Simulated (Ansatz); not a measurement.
I need a small convex hull of the La-Pt system. Use Ansatz's Python interface. Settings (first run): r2SCAN, PAW, cutoff 620 eV, 6×6×6 k-points, Fermi-Dirac smearing of 0.05 eV.

Input file `lapt3_lapt3_pm_3m.vasp`:
```text
LaPt3
1.0
   4.07450000    0.00000000    0.00000000
   0.00000000    4.07450000    0.00000000
   0.00000000    0.00000000    4.07450000
La Pt
1 3
Direct
   0.00000000    0.00000000    0.00000000
   0.00000000    0.50000000    0.50000000
   0.50000000    0.00000000    0.50000000
   0.50000000    0.50000000    0.00000000
```

Contents of `lapt3_lapt2_fd_3m.vasp`:
```text
LaPt2
1.0
   0.00000000    3.88700000    3.88700000
   3.88700000    0.00000000    3.88700000
   3.88700000    3.88700000    0.00000000
La Pt
2 4
Direct
   0.00000000    0.00000000    0.00000000
   0.25000000    0.25000000    0.25000000
   0.62500000    0.62500000    0.62500000
   0.12500000    0.62500000    0.62500000
   0.62500000    0.62500000    0.12500000
   0.62500000    0.12500000    0.62500000
```

Input file `lapt3_la.xyz`:
```text
4
Lattice="3.77 0.0 0.0 -1.885 3.26491577 0.0 0.0 0.0 12.159" Properties=species:S:1:pos:R:3 pbc="T T T"
La    0.00000000    0.00000000    0.00000000
La    0.00000000    0.00000000    6.07950000
La   -0.00000000    2.17661051    9.11925000
La    1.88500000    1.08830526    3.03975000
```

`lapt3_pt.extxyz`
```text
1
Lattice="0.0 1.9609 1.9609 1.9609 0.0 1.9609 1.9609 1.9609 0.0" Properties=species:S:1:pos:R:3 pbc="T T T"
Pt    0.00000000    0.00000000    0.00000000
```

`hull_lapt3.py`:
```python
from collections import Counter
import warnings

import ansatz as az
from ase.io import read
import numpy as np
from tabulate import tabulate

XC = 'r2SCAN'
SCF_TOL = 1e-09
CUTOFF_EV = 620
KSPACING = 0.3
OCCUPATIONS = 'fermi_dirac'
SIGMA = 0.05


def run_phase(name, crystal):
    calc = (
        crystal.calculation()
        .functional(XC)
        .scf(tolerance=SCF_TOL, algorithm='density_mixing')
        .basis(CUTOFF_EV)
        .kpoints(spacing=KSPACING)
        .occupations(OCCUPATIONS, width=SIGMA)
    )
    calc = calc.relax(force_tolerance=0.02, cell=True)
    return calc.run(threads=1, pin='off')


def counts(outcome):
    return Counter(site.symbol for site in outcome.lattice.sites)

def formation_energy(outcome, mu):
    n = counts(outcome)
    return (outcome.report['energy_sigma0_ev'] - sum(k * mu[element] for element, k in n.items())) / sum(n.values())


def main() -> None:
    warnings.simplefilter('ignore', az.DeckWarning)

    phases = {}
    atoms = read('lapt3_lapt3_pm_3m.vasp', format='vasp')
    lapt3_pm_3m = az.Crystal.from_ase(atoms)
    phases['LaPt3 Pm-3m'] = lapt3_pm_3m
    atoms = read('lapt3_lapt2_fd_3m.vasp', format='vasp')
    lapt2_fd_3m = az.Crystal.from_ase(atoms)
    phases['LaPt2 Fd-3m'] = lapt2_fd_3m
    la = az.Crystal.from_extxyz('lapt3_la.xyz')
    phases['La'] = la
    pt = az.Crystal.from_extxyz('lapt3_pt.extxyz')
    phases['Pt'] = pt

    done = {}
    for name, crystal in phases.items():
        done[name] = run_phase(name, crystal)
        print(f'{name}: {done[name].report["energy_sigma0_ev"]:.4f} eV, {len(done[name].lattice.sites)} atoms')

    references = {'La': 'La', 'Pt': 'Pt'}
    mu = {element: done[name].report['energy_sigma0_ev'] / len(done[name].lattice.sites) for element, name in references.items()}
    points = sorted((counts(o)['Pt'] / len(o.lattice.sites), formation_energy(o, mu), name) for name, o in done.items())

    hull = []
    for x, e, _ in points:
        while len(hull) > 1 and (hull[-1][0] - hull[-2][0]) * (e - hull[-2][1]) - (hull[-1][1] - hull[-2][1]) * (x - hull[-2][0]) <= 0:
            hull.pop()
        hull.append((x, e))
    rows = [(name, x, e, e - np.interp(x, *zip(*hull))) for x, e, name in points]
    print(tabulate(rows, headers=['phase', 'x(Pt)', 'E_form (eV/atom)', 'above hull (eV/atom)'], floatfmt='.4f', tablefmt='rst'))
    print('on the hull of these phases:', ', '.join(row[0] for row in rows if row[3] < 1e-6))


if __name__ == '__main__':
    main()
```

`python hull_lapt3.py` gives:
```text
LaPt3 Pm-3m: -43878.5937 eV, 4 atoms
LaPt2 Fd-3m: -62683.4682 eV, 6 atoms
La: -25058.7597 eV, 4 atoms
Pt: -12536.7717 eV, 1 atoms
===========  =======  ==================  ======================
phase          x(Pt)    E_form (eV/atom)    above hull (eV/atom)
===========  =======  ==================  ======================
La            0.0000              0.0000                  0.0000
LaPt2 Fd-3m   0.6667             -1.1669                  0.0000
LaPt3 Pm-3m   0.7500             -0.8971                  0.0000
Pt            1.0000              0.0000                  0.0000
===========  =======  ==================  ======================
on the hull of these phases: La, LaPt2 Fd-3m, LaPt3 Pm-3m, Pt
```

Notes:
- These settings explore the input space; cutoff and mesh may be short of convergence.
- The run is spin-unpolarised.
- For the metals among these phases the mesh is modest: differences between phases can be off by up to 40 meV an atom.
- The program warned that this SCF threshold is loose for forces or stresses.
- Spin-orbit coupling, which matters for elements this heavy, is left out.
- The cells come from databases of deposited and of computed structures, and not all need be stable phases.
- Differences under about 40 meV an atom lie within the error of mesh and functional, so such verdicts may flip; only the cells listed enter the hull.
- The script silences the warnings on its input, which a real study should read.
- The whole script took 2.7 min on 1 thread of Arm Neoverse V2, with other jobs on the host, peak memory 1.1 GiB.
